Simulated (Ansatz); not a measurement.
**F atom: energies up the ladder**

Aim: energies up the ladder, for F atom, with the cost of each level. Spin multiplicity 2.

Method: the levels named in each step, in Ansatz 0.2.0.

## (1) The system as given

As a file:

```xyz
1

F     0.0000    0.0000    0.0000
```

## (2) Single point, PBE0/def2-TZVPPD

Contents of input.yaml:

```yaml
crystal:
  periodic: [false, false, false]
  atoms:
    - { symbol: F, position_ang: [0.0, 0.0, 0.0] }
magnetization:
  spin_polarized: true
  initial_magnetization: 1
basis:
  gaussian: { orbitals: def2-TZVPPD.json }
hamiltonian:
  xc: pbe0
```

The run is started by

```sh
ansatz run input.yaml --threads 1 --pin off --max-ram 2560MiB --backend cpu --events-out ev --progress --plain --runs-dir out
```

After this run come: Single point, PBE/def2-TZVPPD; Single point, r2SCAN/def2-TZVPPD; Single point, B3LYP/def2-TZVPPD; Single point, wB97M-V/def2-TZVPPD; Single point, B2PLYP/def2-TZVPPD; Single point, LDA/def2-TZVPPD; Single point, PBE0/def2-SVPD; Single point, PBE/def2-SVPD; Single point, CCSD(T)/def2-TZVPPD; Single point, CCSD(T)/def2-QZVPPD.

**Question.** What will these runs give? Wanted: energy at CCSD(T)/CBS.

**Answer**, as computed:

| quantity | value |
| --- | --- |
| energy at CCSD(T)/CBS | -2712.087 eV |

What this shows: These totals serve in differences with atoms or fragments at the same level; alone they don't rank the methods.
